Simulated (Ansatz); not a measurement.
Predict the output of the script below (the Python package of Ansatz (0.2.0)).

`ch4alnsesi_spin.py`
```python
# -*- coding: utf-8 -*-
from dataclasses import dataclass

import ansatz as az


@dataclass(frozen=True)
class Settings:
    basis: str = 'def2-SVPD'
    xc: str = 'R2SCAN0'


opts = Settings()


def main():
    geometry = (
        az.Crystal.molecule()
        .atom('Al', (-0.766, 1.2667, -1.2994))
        .atom('N', (0.0056, 0.0614, -0.1245))
        .atom('Si', (-0.1152, -0.837, 1.2973))
        .atom('C', (1.2957, -0.8216, 0.2081))
        .atom('Se', (2.8261, -1.4687, -0.1991))
        .atom('H', (-2.2632, 1.9093, -0.9769))
        .atom('H', (-0.0273, 1.7733, -2.6341))
        .atom('H', (0.1353, 0.0278, 2.4913))
        .atom('H', (-1.0025, -1.9575, 1.2202))
    )

    calc = (
        geometry.calculation()
        .basis(gaussian=opts.basis)
        .functional(opts.xc)
    )
    found = {}
    for unpaired in [0, 2, 4]:
        report = calc.spin('collinear', total=unpaired).run(threads=1).report
        s = unpaired / 2
        found[unpaired] = report['free_energy_ev']
        print(f'2S+1 = {unpaired + 1}: E = {found[unpaired]:.5f} eV, <S^2> = {abs(report["mean_field"]["state"]["spin_squared"]):.3f} (pure state {s * (s + 1):.2f})')
    lowest = min(found, key=found.get)
    for unpaired, e in found.items():
        print(f'multiplicity {unpaired + 1}: {(e - found[lowest]):.3f} eV above the lowest')


if __name__ == '__main__':
    main()
```

Output of `python ch4alnsesi_spin.py`:
```text
2S+1 = 1: E = -82396.02673 eV, <S^2> = 0.000 (pure state 0.00)
2S+1 = 3: E = -82394.65246 eV, <S^2> = 2.016 (pure state 2.00)
2S+1 = 5: E = -82389.90327 eV, <S^2> = 6.025 (pure state 6.00)
multiplicity 1: 0.000 eV above the lowest
multiplicity 3: 1.374 eV above the lowest
multiplicity 5: 6.123 eV above the lowest
```

In order: multiplicity 1 (+0.00 eV), multiplicity 3 (+1.37 eV) and multiplicity 5 (+6.12 eV), all at the one geometry.

What to keep in mind:
- The settings weren't tested for convergence.
- The geometry is a force-field or estimated start, not a minimum of this method, and the basis set is short of its limit. All parts are taken at fixed geometry, without zero-point energy.
- Hardware and time: 4 min on 1 thread of Arm Neoverse V1, with other jobs on the host, peak memory 0.77 GiB.
